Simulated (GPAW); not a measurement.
The system is GaB.

```
Ga B
1.0
     2.71824    0.00000    0.00000
     0.00000    2.71824    0.00000
     0.00000    0.00000    3.23621
Ga B
1 1
Cartesian
  1.3591 1.3591 1.6181
  0.0000 0.0000 0.0000
```

The cell was built by a generator and needn't be a form met in nature.

Base run:

* Program: GPAW 26.7.0
* Functional: revPBE
* Potentials or basis: the program's PAW data sets (release 1.2.1) made for this functional
* Cutoff: 800 eV
* Basis: pw
* k mesh: 10 × 10 × 8
* Occupations: fermi-dirac, width 0.05 eV
* Spin: no spin polarisation

Its results: pressure 2.8 GPa.

**Question.** After a change of settings the same cell gave: pressure 3.4 GPa. Which change was it?
A. functional from revPBE to RPBE
B. functional from revPBE to PBEsol; potentials or basis from the program's PAW data sets (release 1.2.1) made for this functional to PAW data sets generated in the run's folder for this functional
C. functional from revPBE to LDA

**Answer.** A.

Runs at the PBE level aren't shown here.
